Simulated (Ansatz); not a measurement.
Predict the output of the script below (Ansatz 0.2.0 through its Python package).

`run_methods.py`
```python
import warnings

import ansatz as az


def main() -> None:
    warnings.simplefilter("ignore", az.DeckWarning)

    system = (
        az.Crystal.molecule()
        .atom("F", (-1.055, -0.7095, 1.0649))
        .atom("Ga", (0.3307, 0.1694, 0.0002))
        .atom("Br", (2.0789, -0.9167, 0.6767))
        .atom("I", (-1.2991, 1.3966, -1.7621))
    )

    model = system.calculation().basis(gaussian="def2-SVP")

    methods = ["mp2", "ccsd", "ccsd_t"]
    batch = az.Session.batch([model.correlation(m).input() for m in methods])
    reports = sorted(batch.plan().execute().molecular_reports, key=lambda each: each["member"])
    print(f"Hartree-Fock reference {reports[0]['reference_energy_ev'] / 27.211386246:.6f} Ha")
    best = reports[-1]["free_energy_ev"] - reports[-1]["reference_energy_ev"]
    for method, each in zip(methods, reports):
        gained = each["free_energy_ev"] - each["reference_energy_ev"]
        print(f"{method:8s} total {each['free_energy_ev'] / 27.211386246:.6f} Ha  correlation {gained:9.4f} eV  ({100 * gained / best:.1f} % of the last)")


if __name__ == "__main__":
    main()
```

```console
$ python run_methods.py
Hartree-Fock reference -4891.225182 Ha
mp2      total -4891.963277 Ha  correlation  -20.0846 eV  (97.7 % of the last)
ccsd     total -4891.961449 Ha  correlation  -20.0348 eV  (97.5 % of the last)
ccsd_t   total -4891.980617 Ha  correlation  -20.5564 eV  (100.0 % of the last)
```

Caveats:
- Total energies depend on the basis set; only differences at equal settings carry meaning.
- The geometry is a force-field or estimated start, not a minimum of this method, and the basis set is short of its limit. A lower total doesn't mark the better method: functionals have no common bound, and MP2 and coupled cluster aren't variational.
- def2 sets replace the cores of elements past krypton by effective core potentials.
- Inner cores stay frozen; a filled d shell under the valence of the heavier atoms is correlated with it.
